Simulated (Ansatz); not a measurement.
# C₂H₇Al (built from SMILES [CH3][AlH][CH3]): a reaction path by the nudged elastic band

Aim: the minimum-energy path between two given structures and its highest point. Both ends were relaxed at PBE0-D4 in triple zeta.

Method: PBE0-D4/def2-SVP; program: Ansatz 0.2.0, Gaussian basis.

16 further runs of the same task are left out: 16 set aside as unsound or not needed.

## 1. The system as given

The first end: 10 atoms, charge 0, spin multiplicity 1.

Atoms are counted from 1 here; the program's logs count them from 0.

Bond lengths: Al1–H2 1.595 Å, Al1–C3 1.954 Å, Al1–C5 1.954 Å, C3–H4 1.096 Å, C3–H6 1.093 Å, C3–H7 1.096 Å, C5–H8 1.093 Å, C5–H9 1.097 Å, C5–H10 1.094 Å. Angles: H2–Al1–C3 118.5°, H2–Al1–C5 118.7°, C3–Al1–C5 122.8°, Al1–C3–H4 110.8°, Al1–C3–H6 113.5°, Al1–C3–H7 110.6°, H4–C3–H6 107.9°, H4–C3–H7 105.9°, H6–C3–H7 107.8°, Al1–C5–H8 113.3°, Al1–C5–H9 110.0°, Al1–C5–H10 111.7°, H8–C5–H9 107.2°, H8–C5–H10 108.3°, H9–C5–H10 106.1°.

As a file:

```xyz
10

Al    0.5622    0.1741   -0.3702
H     1.8483    0.5442   -1.2381
C    -1.2051    0.4979   -1.1380
H    -1.3178   -0.0304   -2.0912
C     0.8179   -0.6037    1.4040
H    -2.0262    0.1918   -0.4853
H    -1.3380    1.5615   -1.3663
H    -0.0904   -0.6003    2.0117
H     1.1434   -1.6471    1.3119
H     1.6059   -0.0881    1.9617
```

The second end:

```xyz
10
C2H7Al
Al   -0.2883    0.1168    0.0592
H     1.1595    0.4603   -1.4367
C    -1.6199    0.8105   -0.9170
H     0.8211   -0.1838   -1.6893
C     0.8378   -0.7063    1.4132
H    -2.6281    1.0085   -0.5671
H    -1.4457    1.1135   -1.9460
H     0.2592   -0.8574    2.3291
H     1.2076   -1.6823    1.0905
H     1.6967   -0.0798    1.6643
```

## 2. The band at PBE0-D4/def2-SVP

neb/in.yaml

```yaml
crystal:
  periodic: [false, false, false]
  atoms:
    - {symbol: Al, position_ang: [0.562176, 0.174057, -0.370172]}
    - {symbol: H, position_ang: [1.848263, 0.544153, -1.238068]}
    - {symbol: C, position_ang: [-1.205100, 0.497944, -1.138007]}
    - {symbol: H, position_ang: [-1.317850, -0.030433, -2.091160]}
    - {symbol: C, position_ang: [0.817877, -0.603663, 1.403960]}
    - {symbol: H, position_ang: [-2.026163, 0.191829, -0.485317]}
    - {symbol: H, position_ang: [-1.338030, 1.561527, -1.366292]}
    - {symbol: H, position_ang: [-0.090387, -0.600340, 2.011746]}
    - {symbol: H, position_ang: [1.143350, -1.647075, 1.311950]}
    - {symbol: H, position_ang: [1.605863, -0.088099, 1.961660]}
basis:
  gaussian: {orbitals: def2-SVP}
hamiltonian: {xc: pbe0, dispersion: d4}
neb:
  images: 5
  climbing: true
  max_iterations: 40
  initial_path: idpp
  final_atoms:
    - {symbol: Al, position_ang: [-0.288305, 0.116776, 0.059222]}
    - {symbol: H, position_ang: [1.159468, 0.460266, -1.436724]}
    - {symbol: C, position_ang: [-1.619871, 0.810536, -0.916950]}
    - {symbol: H, position_ang: [0.821079, -0.183848, -1.689314]}
    - {symbol: C, position_ang: [0.837833, -0.706257, 1.413206]}
    - {symbol: H, position_ang: [-2.628093, 1.008471, -0.567084]}
    - {symbol: H, position_ang: [-1.445702, 1.113529, -1.946018]}
    - {symbol: H, position_ang: [0.259246, -0.857383, 2.329128]}
    - {symbol: H, position_ang: [1.207622, -1.682343, 1.090487]}
    - {symbol: H, position_ang: [1.696722, -0.079848, 1.664348]}
```

On the command line:

```sh
$ ansatz run in.yaml --threads 2 --pin off --events-out ev --progress --plain --max-ram 4352MiB
```

Standard output:

```text
Functional definition: PBE0
  name "PBE0"
  cite "Adamo & Barone, J. Chem. Phys. 110, 6158 (1999) doi:10.1063/1.478522"
  cite "Perdew, Burke & Ernzerhof, Phys. Rev. Lett. 77, 3865 (1996) doi:10.1103/PhysRevLett.77.3865"
  parent pbe
  parameter a = 0.25
  parameter kappa = 0.804
  parameter beta = 0.06672455060314922
  exchange = (1 - a)*pbe_x(kappa = kappa, mu = beta*pi^2/3) + a*exact_x
  correlation = pbe_c(beta = beta)
878 factors; integrals over basis functions are off by at most 3.8e-4 eV
mean field evaluation 1: about -8766.7849 eV, gradient 6.0e1 eV
mean field evaluation 2: about -8764.0643 eV, gradient 6.4e1 eV
mean field evaluation 4: about -8775.5899 eV, gradient 6.4e-1 eV
mean field evaluation 8: about -8775.5913 eV, gradient 3.8e-3 eV
mean field -8775.59125814 eV, -322.4970304271 hartree, gradient 2.5e-5 eV, S^2 0.000000; 0 other end points of the search recorded, 0 dependent functions left out
the calculation of the forces begins
reference -8775.59128696 eV, -322.4970314864 hartree; 16, 16 occupied and 65, 65 virtual orbitals, 878 factors
[... from here to the last solve, the lines of the solves are left out (99 solves) ...]
WARN: NEB end point (image 0): max|allowed force component| = 2.760e-1 eV/Å (the criterion of neb.relax_end_points is 1.000e-2). That is over neb.f_tol: it is no minimum, so the barrier can be far off. Relax it first
WARN: NEB end point (image 6): max|allowed force component| = 3.154e-1 eV/Å (the criterion of neb.relax_end_points is 1.000e-2). That is over neb.f_tol: it is no minimum, so the barrier can be far off. Relax it first
NEB iter   1: max|band force component| = 3.139e0 eV/Å  barrier→ = 4.6242 eV  barrier← = 1.6807 eV  Δτ_max = 0.2000 Å  (165 SCF iters)
NEB iter   2: max|band force component| = 2.685e0 eV/Å  barrier→ = 4.1470 eV  barrier← = 1.2036 eV  Δτ_max = 0.2000 Å  (136 SCF iters)
NEB iter   3: max|band force component| = 2.356e0 eV/Å  barrier→ = 4.1027 eV  barrier← = 1.1593 eV  Δτ_max = 0.1002 Å  (134 SCF iters)
NEB iter   4: max|band force component| = 1.709e0 eV/Å  barrier→ = 3.7607 eV  barrier← = 0.8173 eV  Δτ_max = 0.1802 Å  (125 SCF iters)
NEB iter   5: max|band force component| = 8.534e-1 eV/Å  barrier→ = 3.3888 eV  barrier← = 0.4453 eV  Δτ_max = 0.2000 Å  (124 SCF iters)
NEB iter   6: max|band force component| = 1.667e0 eV/Å  barrier→ = 3.1990 eV  barrier← = 0.2556 eV  Δτ_max = 0.0986 Å  (123 SCF iters)
NEB iter   7: max|band force component| = 5.118e-1 eV/Å  barrier→ = 3.1682 eV  barrier← = 0.2248 eV  CI = image 4  Δτ_max = 0.0682 Å  (123 SCF iters)
NEB iter   8: max|band force component| = 3.542e-1 eV/Å  barrier→ = 3.1231 eV  barrier← = 0.1796 eV  CI = image 4  Δτ_max = 0.1032 Å  (116 SCF iters)
NEB iter   9: max|band force component| = 4.066e-1 eV/Å  barrier→ = 3.1196 eV  barrier← = 0.1762 eV  CI = image 4  Δτ_max = 0.0506 Å  (119 SCF iters)
NEB iter  10: max|band force component| = 1.960e-1 eV/Å  barrier→ = 3.1037 eV  barrier← = 0.1603 eV  CI = image 4  Δτ_max = 0.0712 Å  (116 SCF iters)
NEB iter  11: max|band force component| = 1.030e-1 eV/Å  barrier→ = 3.0986 eV  barrier← = 0.1551 eV  CI = image 4  Δτ_max = 0.0532 Å  (117 SCF iters)
NEB iter  12: max|band force component| = 3.654e-2 eV/Å  barrier→ = 3.0977 eV  barrier← = 0.1543 eV  CI = image 4  Δτ_max = 0.0337 Å  (114 SCF iters)
NEB iter  13: max|band force component| = 1.510e-1 eV/Å  barrier→ = 3.0988 eV  barrier← = 0.1554 eV  CI = image 4  Δτ_max = 0.0169 Å  (24 SCF iters)
881 factors; integrals over basis functions are off by at most 8.2e-4 eV
mean field -8772.53023982 eV, -322.3845400787 hartree, gradient 2.1e-6 eV, S^2 0.000000; 0 other end points of the search recorded, 0 dependent functions left out
the calculation of the forces begins
reference -8772.53026815 eV, -322.3845411198 hartree; 16, 16 occupied and 65, 65 virtual orbitals, 881 factors
NEB iter  14: max|band force component| = 2.276e-2 eV/Å  barrier→ = 3.0973 eV  barrier← = 0.1539 eV  CI = image 4  CI's point: of a kind that is not told: the force calls were inconclusive, a negative curvature could not be distinguished from the path's own, the only one lies far off the path, or fixed occupations may fill a level only in part  Δτ_max = 0.0000 Å  (766 SCF iters)
Total energy: -8772.60781378 eV, -322.3873908692 hartree
Atom 0 at     0.131277     0.412570     0.109190 Å, force    -0.020324     0.002033    -0.022156 eV/Å
Atom 1 at     0.807469     0.359006    -1.583017 Å, force     0.001521     0.001631     0.009773 eV/Å
Atom 2 at    -1.431025     0.970993    -0.691885 Å, force     0.013673    -0.003535     0.006893 eV/Å
Atom 3 at    -0.104263     0.215339    -1.636590 Å, force    -0.000508     0.006274     0.002899 eV/Å
Atom 4 at     0.975646    -0.936917     1.234627 Å, force     0.002386    -0.004366     0.003076 eV/Å
Atom 5 at    -2.463327     0.915354    -0.316853 Å, force     0.004284     0.002411     0.003886 eV/Å
Atom 6 at    -1.338597     1.719819    -1.493677 Å, force    -0.002288    -0.004589    -0.003679 eV/Å
Atom 7 at     0.285952    -1.263285     2.030178 Å, force    -0.000957     0.001392    -0.001465 eV/Å
Atom 8 at     1.241126    -1.821153     0.632152 Å, force     0.001524    -0.001769     0.003461 eV/Å
Atom 9 at     1.895742    -0.571825     1.716174 Å, force     0.000689     0.000518    -0.002688 eV/Å
Dipole moment:     0.269467    -0.143488     0.145933 e Å
```

It took 2.1 min on 2 threads of Arm Neoverse V1, shared host.

The last band:

| image | path (Å) | energy (eV) | H2–H4 (Å) | Al1–H2 (Å) | C3–H4 (Å) |
| --- | --- | --- | --- | --- | --- |
| 0 | 0.00 | 0.000 | 3.33 | 1.60 | 1.10 |
| 1 | 0.64 | 0.044 | 3.10 | 1.60 | 1.11 |
| 2 | 1.28 | 0.391 | 2.40 | 1.59 | 1.12 |
| 3 | 1.91 | 1.666 | 1.60 | 1.65 | 1.24 |
| 4 | 2.55 | 3.097 | 0.92 | 1.82 | 1.80 |
| 5 | 3.21 | 2.964 | 0.79 | 2.10 | 2.35 |
| 6 | 3.86 | 2.943 | 0.77 | 2.11 | 2.75 |

The highest image, 4:

```xyz
10
C2H7Al
Al    0.1313    0.4126    0.1092
H     0.8075    0.3590   -1.5830
C    -1.4310    0.9710   -0.6919
H    -0.1043    0.2153   -1.6366
C     0.9756   -0.9369    1.2346
H    -2.4633    0.9154   -0.3169
H    -1.3386    1.7198   -1.4937
H     0.2860   -1.2633    2.0302
H     1.2411   -1.8212    0.6322
H     1.8957   -0.5718    1.7162
```

## 3. Results

```
                                                                       quantity                                           value
                                                PBE0-D4/def2-SVP, 14 iterations  highest 3.097 eV (image 4), last end +2.943 eV
from earlier runs: barrier over the separately found saddle, CCSD(T)/def2-TZVPP                                        3.117 eV
```

The highest image lies 3.097 eV above the first end, and it climbed, so it estimates the saddle. The ends are not quite minima at this level (largest force component 0.32 eV/Å), so the heights are unreliable: relaxing the first end would lower it and raise the barrier above it. The highest image is 0.019 eV below the CCSD(T) barrier in triple zeta, which comes from separate runs on the saddle.
